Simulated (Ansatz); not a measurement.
Na, space group I4/mmm, a run that restarts from a saved state

With Ansatz 0.2.0 through its Python package.

Contents of `na.extxyz`:
```text
1
Lattice="-1.88829108 1.88829108 2.63727668 1.88829108 -1.88829108 2.63727668 1.88829108 1.88829108 -2.63727668" Properties=species:S:1:pos:R:3 pbc="T T T"
Na    0.00000000    0.00000000    0.00000000
```

Typed at the interpreter:
```pycon
>>> from dataclasses import dataclass
>>> import ansatz as az
>>> @dataclass
... class RunConfig:
...     functional: str = 'mr2scan'
...     smearing: str = 'Methfessel-Paxton'
...     width_ev: float = 0.05
...     k_spacing: float = 0.38
...
>>> cfg = RunConfig()
>>> system = az.Crystal.from_extxyz('na.extxyz')
>>> system.resolved().sites[-1]
Site(symbol='Na', position=(0.0, 0.0, 0.0), moment=None, axis=None, held=None, saved=None)
>>> job = (
...     system.calculation()
...     .eigensolver('auto')
...     .functional(cfg.functional)
...     .occupations(cfg.smearing, width=cfg.width_ev)  # fractional filling near the Fermi level
...     .kpoints(spacing=cfg.k_spacing)
... )
>>> first = job.scf(max_iterations=4, accept_max_iterations=True).checkpoint(write='state').run(threads=1).report
DeckWarning: basis.ecutwfc = 500 eV, auto-derived from the records' recommended cutoffs: set by Na (their level for a meta-GGA)
>>> print('first leg: converged', first['converged'], 'closed by', first['closed_by'], 'F =', round(first['free_energy_ev'], 5))
first leg: converged True closed by deck_thresholds F = -1488.63079
>>> second = job.checkpoint(read='state').run(threads=1).report
DeckWarning: basis.ecutwfc = 500 eV, auto-derived from the records' recommended cutoffs: set by Na (their level for a meta-GGA)
>>> print('second leg: converged', second['converged'], 'after', second['n_iterations'], 'iterations, F =', round(second['free_energy_ev'], 5))
second leg: converged True after 2 iterations, F = -1488.63079
```

What to keep in mind:
- These settings explore the input space; cutoff and mesh may be short of convergence.
- This isn't the structure that Na takes at ambient conditions.
- Warnings are shown shortened and without file and line.
- Hardware and time: 2.7 s on 1 thread of Intel(R) Xeon(R) Platinum 8488C (Sapphire Rapids) (shared host), peak memory 0.43 GiB.

(Lines on the test bed's own set-up are left out of the output.)
